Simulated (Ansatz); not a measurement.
# CH₂Ga+ (singlet): from Hartree-Fock to the top rungs, cc-pVTZ

The task here is to estimate one member of a computed series from the others.

Program: Ansatz 0.2.0, Gaussian basis. Level of theory: cc-pVTZ, core rule «outside noble gas», up to 15 orbitals frozen. These are calculated values, not measurements.

Plan: UHF; CCSD(T) on RHF; CCSD(T) on UHF; BCCD(T) on RHF; CCSDT(Q) on RHF; CCSDT(Q) on UHF.

7 further runs of the same task are left out: 5 for a known fault of the program, 2 set aside as unsound or not needed.

### The system

The geometry is a PBE0/def2-TZVP stationary point (not a proven minimum) of the parent state, kept for this charge and spin. No spin-orbit coupling is included. The filled d shell of Ga may be among the frozen orbitals whatever the setting's name suggests; the logs give the count.

4 atoms, charge 1, spin multiplicity 1.

Atoms are counted from 1 here; the program's logs count them from 0.

Bond lengths: C1–Ga2 1.974 Å, Ga2–H3 1.564 Å, Ga2–H4 1.566 Å. Angles: C1–Ga2–H3 118.1°, C1–Ga2–H4 117.3°, H3–Ga2–H4 124.6°.

Set-up of the first run:

The input, in.yaml:

```yaml
crystal:
  periodic: [false, false, false]
  atoms:
    - {symbol: C, position_ang: [0.000000, 0.001437, 1.708594]}
    - {symbol: Ga, position_ang: [0.000000, -0.000051, -0.265616]}
    - {symbol: H, position_ang: [0.000000, 1.379029, -1.003372]}
    - {symbol: H, position_ang: [0.000000, -1.392627, -0.982695]}
basis:
  gaussian: {orbitals: cc-pVTZ}
total_charge: 1
magnetization: {spin_polarized: true, initial_magnetization: 0}
hamiltonian: {xc: hf}
output: {orbitals: {seedname: orbitals}}
```

Launch:

```sh
ansatz run in.yaml --threads 1 --pin off --events-out ev --progress --plain --max-ram 2816MiB --backend cpu
```

Steps of the session up to this table: UHF; CCSD(T) on RHF; CCSD(T) on UHF; BCCD(T) on RHF; CCSDT(Q) on RHF; CCSDT(Q) on UHF.

One of the session's tables, all rows but one given; the rest of the session is left out.

| method | from RCCSDT(Q) (meV) |
| --- | --- |
| RHF | +5645.4 |
| UHF | +4610.0 |
| RMP2 | +1505.7 |
| UMP2 | +1028.2 |
| RCCSD | +241.4 |
| UCCSD | -134.2 |
| RCCSD(T) | +68.6 |
| UCCSD(T) | -337.6 |
| BCCD(T) | +67.7 |
| RCCSDT | +17.2 |
| UCCSDT | ? |
| RCCSDT(Q) | 0 |
| UCCSDT(Q) | -713.8 |

Estimate the missing values for UCCSDT.

**Answer.** from RCCSDT(Q) (meV): -625.4. In the column «from RCCSDT(Q) (meV)» it lies between UCCSDT(Q) (-713.8) and UCCSD(T) (-337.6).

The program flags UCCSD(T), UCCSDT(Q) as in doubt (see the logs), so those rows may rest on another solution; read them beside their warnings.

Limits of these values: The determinant is far from a pure spin state, so its energy mixes those of several spin states (harmless only where they are near-degenerate, as at dissociation). The program flags UCCSD(T), UCCSDT(Q) as in doubt, so those rows may rest on another solution; read them beside their warnings. Warnings: restricted reference is unstable; spin contamination; large T1 diagnostic. Restricted and unrestricted rows rest on different reference determinants; where their highest levels disagree by more than a few hundredths of an eV, they describe different states and don't form one ladder.
